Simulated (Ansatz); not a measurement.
# CH₆GeNO radical: how energies converge with the basis set

The task here is to estimate one member of a computed series from the others.

Method: one geometry, several basis sets; program: Ansatz 0.2.0, Gaussian basis.

Plan: PBE0-D4/def2-SVP; ωB97M-V/def2-SVP; PBE0-D4/def2-QZVPP; ωB97M-V/def2-QZVPP; the functionals' def2-TZVPP values are taken from earlier runs.

**The relaxed structure**

The geometry comes from an earlier relaxation with PBE0-D4 in a triple-zeta def2 set; it is a stationary point, not always the lowest conformer.

SMILES `C[O][GeH][NH2]`, 10 atoms, charge 0, spin multiplicity 2.

Atoms are counted from 1 here; the program's logs count them from 0.

Bond lengths: C1–O2 1.406 Å, C1–H5 1.094 Å, C1–H6 1.098 Å, C1–H7 1.096 Å, O2–Ge3 1.784 Å, Ge3–N4 1.840 Å, Ge3–H8 1.573 Å, N4–H9 1.011 Å, N4–H10 1.013 Å. Angles: O2–C1–H5 109.6°, O2–C1–H6 113.2°, O2–C1–H7 109.9°, H5–C1–H6 107.8°, H5–C1–H7 108.4°, H6–C1–H7 107.8°, C1–O2–Ge3 120.7°, O2–Ge3–N4 100.3°, O2–Ge3–H8 107.8°, N4–Ge3–H8 109.2°, Ge3–N4–H9 115.6°, Ge3–N4–H10 112.4°, H9–N4–H10 109.1°.

Set-up of the first run:

File in.yaml:

```yaml
crystal:
  periodic: [false, false, false]
  atoms:
    - {symbol: C, position_ang: [-1.542648, -0.125613, -0.974528]}
    - {symbol: O, position_ang: [-0.181024, 0.126775, -0.731652]}
    - {symbol: Ge, position_ang: [0.655961, -0.635566, 0.647277]}
    - {symbol: N, position_ang: [2.036212, 0.555524, 0.895540]}
    - {symbol: H, position_ang: [-1.683766, -0.396630, -2.025189]}
    - {symbol: H, position_ang: [-1.947645, -0.940735, -0.360782]}
    - {symbol: H, position_ang: [-2.132303, 0.774120, -0.766681]}
    - {symbol: H, position_ang: [-0.309385, -0.574357, 1.888014]}
    - {symbol: H, position_ang: [2.833714, 0.199814, 1.404953]}
    - {symbol: H, position_ang: [2.353983, 0.965567, 0.025850]}
basis:
  gaussian: {orbitals: def2-SVP}
magnetization: {spin_polarized: true, initial_magnetization: 1}
hamiltonian: {xc: pbe0, dispersion: d4}
output: {orbitals: {seedname: orbitals}}
```

Launch:

```sh
> ansatz run in.yaml --threads 2 --pin off --events-out ev --progress --plain --max-ram 32768MiB --backend cpu
```

Steps of the session up to this table: PBE0-D4 in def2-SVP; ωB97M-V in def2-SVP; PBE0-D4 in def2-QZVPP; ωB97M-V in def2-QZVPP.

One of the session's tables, all rows but one given; the rest of the session is left out.

It belongs to the step «Functionals by basis». 

```
functional       basis  HOMO (eV)  LUMO (eV)
   PBE0-D4    def2-SVP      -5.41      -2.26
   PBE0-D4  def2-TZVPP          ?          ?
   PBE0-D4  def2-QZVPP      -5.63      -2.46
   ωB97M-V    def2-SVP      -7.43      -0.41
   ωB97M-V  def2-TZVPP      -7.59      -0.58
   ωB97M-V  def2-QZVPP      -7.66      -0.73
```

Q: Estimate the row for PBE0-D4, def2-TZVPP from the others.

The run gave: HOMO (eV): -5.57; LUMO (eV): -2.37. In the column «HOMO (eV)» it lies between PBE0-D4, def2-QZVPP (-5.63) and PBE0-D4, def2-SVP (-5.41).
